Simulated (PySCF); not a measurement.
**KI at other levels of theory**

What do other methods print for KI?

The runs use PySCF 2.14.0; method and basis as typed in the scripts.

1 further run of the same task is left out (for a known fault of the program).

**1. The starting structure**

KI: 2 atoms, charge 0, spin multiplicity 1.

Bond lengths: K1–I2 2.724 Å.

**2. Base script**

Contents of input.py:

```python
from pyscf import gto, scf, mp

mol = gto.M(
    atom='K 0 0 0; I 0 0 2.724',
    basis='x2c-svpall',
    charge=0,
    spin=0,
    verbose=3,
)
mf = scf.RHF(mol)
mf = mf.sfx2c1e()
mf.kernel()
mp.MP2(mf, frozen=23).kernel()
mf.dip_moment()
print('orbital energies (hartree):', mf.mo_energy[..., max(0, mol.nelec[1]-3):mol.nelec[0]+3].round(4))
```

Run with:

```
> OMP_NUM_THREADS=1 python input.py
```

**3. TDA**

Edit 1 changes step after the SCF: mp2 → tda; number of roots: none → 8.

Edit input.py of step 2 so:

```diff
@@ -1,2 +1,2 @@
-from pyscf import gto, scf, mp
+from pyscf import gto, scf, tdscf
 
@@ -12,3 +12,6 @@
 mf.kernel()
-mp.MP2(mf, frozen=23).kernel()
+td = tdscf.TDA(mf)
+td.nstates = 8
+td.kernel()
+td.analyze()
 mf.dip_moment()
```

**4. SCF alone**

Edit 2 changes step after the SCF: mp2 → none.

Edit input.py of step 2 so:

```diff
@@ -1,2 +1,2 @@
-from pyscf import gto, scf, mp
+from pyscf import gto, scf
 
@@ -12,3 +12,2 @@
 mf.kernel()
-mp.MP2(mf, frozen=23).kernel()
 mf.dip_moment()
```

**5. MP2**

Edit 3 changes frozen orbitals: 23 → none.

Edit input.py of step 2 so:

```diff
@@ -12,3 +12,3 @@
 mf.kernel()
-mp.MP2(mf, frozen=23).kernel()
+mp.MP2(mf).kernel()
 mf.dip_moment()
```

**6. UHF**

Edit 4 changes SCF type: RHF → UHF.

Contents of input.py:

```python
from pyscf import gto, scf, mp

mol = gto.M(
    atom='K 0 0 0; I 0 0 2.724',
    basis='x2c-svpall',
    charge=0,
    spin=0,
    verbose=3,
)
mf = scf.UHF(mol)
mf = mf.sfx2c1e()
mf.kernel()
mp.MP2(mf, frozen=23).kernel()
mf.dip_moment()
print('orbital energies (hartree):', [e[max(0, n-3):n+3].round(4) for e, n in zip(mf.mo_energy, mol.nelec)])
```

What does the calculation give? Wanted: for each run, E(SCF); from base; gap; SCF dipole; after the SCF.

As calculated:

```
      run  E(SCF) (hartree)  from base (eV)  gap (eV)  SCF dipole (D)                           after the SCF
     base      -7713.513055               0      7.76            9.86  MP2 correlation -4.425 eV, core frozen
      TDA      -7713.513055          0.0000      7.76            9.86               lowest root found 4.52 eV
SCF alone      -7713.513055          0.0000      7.76            9.86                                     n/a
      MP2      -7713.513055          0.0000      7.76            9.86               MP2 correlation -4.641 eV
      UHF      -7713.513055          0.0000      7.76            9.86  MP2 correlation -4.425 eV, core frozen
```

In words: With UHF the SCF ends at the base energy.
